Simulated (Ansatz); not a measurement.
# CoW3: magnetic states

An exercise on one series of results from a longer session: the logs are not shown, and one member is left open.

Program: Ansatz 0.2.0. Level of theory: DFT PBEsol, scalar-relativistic, plane waves, PAW. These are calculated values, not measurements.

1 further run of the same task is left out (set aside as unsound or not needed). Runs told in other sessions of the task aren't counted.

## The system as given

The structure is cubic, space group Fm-3m (No. 225). Conventional cell: a = 6.144 Å, b = 6.144 Å, c = 6.144 Å, α = 90.00°, β = 90.00°, γ = 90.00°. W (site symmetry -43m) has 4 W at 2.66 Å and 4 Co at 2.66 Å in its first shell of neighbours. Around W (site symmetry m-3m) lie 8 W at 2.66 Å. Around Co (site symmetry m-3m) lie 8 W at 2.66 Å.

As a file:

```cif
data_structure
_symmetry_space_group_name_H-M 'P 1'
_symmetry_Int_Tables_number 1
_cell_length_a 4.3446
_cell_length_b 4.3446
_cell_length_c 4.3446
_cell_angle_alpha 60.000
_cell_angle_beta 60.000
_cell_angle_gamma 60.000
_cell_volume 57.99
loop_
_atom_site_label
_atom_site_type_symbol
_atom_site_fract_x
_atom_site_fract_y
_atom_site_fract_z
_atom_site_occupancy
W1 W 0.25000 0.25000 0.25000 1
W2 W 0.75000 0.75000 0.75000 1
W3 W 0.50000 0.50000 0.50000 1
Co1 Co 0.00000 0.00000 0.00000 1
```

It is the result of an earlier relaxation at this level (volume 14.50 Å³/atom; gap on the mesh: none (metal), site moments up to 1.1 μB).

This is a hypothetical structure, made by putting the elements on a prototype's sites.

The first run:

File input.yaml:

```yaml
crystal:
  lattice:
    - [0.0, 3.0720842694, 3.0720842694]
    - [3.0720842694, 0.0, 3.0720842694]
    - [3.0720842694, 3.0720842694, 0.0]
  atoms:
    - { symbol: W, position: [0.25, 0.25, 0.25] }
    - { symbol: W, position: [0.75, 0.75, 0.75] }
    - { symbol: W, position: [0.5, 0.5, 0.5] }
    - { symbol: Co, position: [0.0, 0.0, 0.0] }
basis:
  ecutwfc: 420
kpoints:
  mp_grid: { grid: [12, 12, 12] }
hamiltonian:
  xc: pbesol
scf:
  occupations: { method: gaussian, width: 0.1 }
  lower_state_search: "off"
output:
  forces: true
  stress: true
  eigenvalues: true
```

Launch:

```bash
> ansatz run input.yaml --threads 1 --pin off --max-ram 2560MiB --backend cpu --events-out ev --progress --plain --runs-dir out
```

Steps of the session up to this table: Start: no spin polarisation; Magnetic start: ferromagnetic; Magnetic start: large parallel starting moments; Magnetic start: antiferromagnetic, doubled cell, propagation vector (0, 0, 1/2); Magnetic start: antiferromagnetic, doubled cell, propagation vector (0, 1/2, 1/2); Start: small parallel starting moments.

One table of the session follows, with a row left open; its other results are not shown here.

It belongs to the step «The magnetic starts in order of energy». 

| start | energy above the lowest (meV/atom) | pressure (GPa) |
| --- | --- | --- |
| ferromagnetic | 0.00 | 0.0 |
| large parallel starting moments | 0.00 | 0.0 |
| small parallel starting moments | 0.00 | 0.0 |
| antiferromagnetic, doubled cell, propagation vector (0, 0, 1/2) | 2.27 | 0.2 |
| antiferromagnetic, doubled cell, propagation vector (0, 1/2, 1/2) | ? | ? |
| no spin | 19.6 | -1.5 |

**Question.** Estimate the row for antiferromagnetic, doubled cell, propagation vector (0, 1/2, 1/2).

**Answer.** energy above the lowest (meV/atom): 2.63; pressure (GPa): 0.2. In the column «energy above the lowest (meV/atom)» it lies between antiferromagnetic, doubled cell, propagation vector (0, 0, 1/2) (2.27) and no spin (19.6).
